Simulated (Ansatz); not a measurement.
What does this script print? It uses the Python package of Ansatz (0.2.0).

The script, `run_bde.py`:
```python
'''X-H bond energies of BH6SbSi2 without relaxation.'''

import ansatz as az

config = {
    'basis_set': 'def2-TZVP',
    'functional': 'CAM-B3LYP',
}


def single_point(molecule, charge=0, unpaired=0):
    calc = (
        molecule.calculation()
        .basis(gaussian=config['basis_set'])
        .functional(config['functional'])
    )
    if charge:
        calc = calc.charge(charge)
    if unpaired:
        calc = calc.spin('collinear', total=unpaired)
    report = calc.run().report
    if report['published_state_doubts']:
        print('  doubts:', report['published_state_doubts'])
    return report['free_energy_ev']

def without(molecule, index):
    rest = az.Crystal.molecule()
    for i, site in enumerate(molecule.cartesian_sites):
        if i != index:
            rest = rest.atom(site.symbol, site.position_ang)
    return rest


def main() -> None:
    geometry_ang = [
        ('B', [-1.4367, 0.985, -1.0484]),
        ('Sb', [-1.3502, 0.0437, 0.9403]),
        ('Si', [0.4488, -1.4885, 0.1136]),
        ('Si', [1.2181, 0.4504, 1.0193]),
        ('H', [-1.5841, 0.3228, -2.0237]),
        ('H', [-2.0216, 2.0963, -1.1169]),
        ('H', [0.7626, -2.6496, 0.9961]),
        ('H', [0.6561, -1.5354, -1.3421]),
        ('H', [1.7494, 0.3044, 2.3981]),
        ('H', [1.6407, 1.4197, 0.0666]),
    ]
    system = az.Crystal.molecule()
    for symbol, xyz in geometry_ang:
        system = system.atom(symbol, xyz)

    whole = single_point(system, 0)
    hydrogen = single_point(az.Crystal.molecule().atom('H', (0, 0, 0)), 0, 1)
    print(f'E(molecule) = {whole:.5f} eV, E(H) = {hydrogen:.5f} eV')
    for index in [5, 9]:
        radical = single_point(without(system, index), 0, 1)
        print(f'H{index}: homolysis {23.060548 * (radical + hydrogen - whole):.1f} kcal/mol')


if __name__ == '__main__':
    main()
```

```console
$ python run_bde.py
E(molecule) = -23065.23589 eV, E(H) = -13.57334 eV
H5: homolysis 101.5 kcal/mol
H9: homolysis 86.8 kcal/mol
```

Reading the output:
- Total energies depend on the basis set; only differences at equal settings carry meaning.
- The geometry is a force-field or estimated start, not a minimum of this method, and the basis set is short of its limit. All parts are taken at fixed geometry, without zero-point energy.
- def2 sets replace the cores of elements past krypton by effective core potentials.
- The spin-orbit lowering of heavy atoms is left out.
- Run time: 82 s on 1 thread of Arm Neoverse V1, with other jobs on the host, peak memory 0.79 GiB.
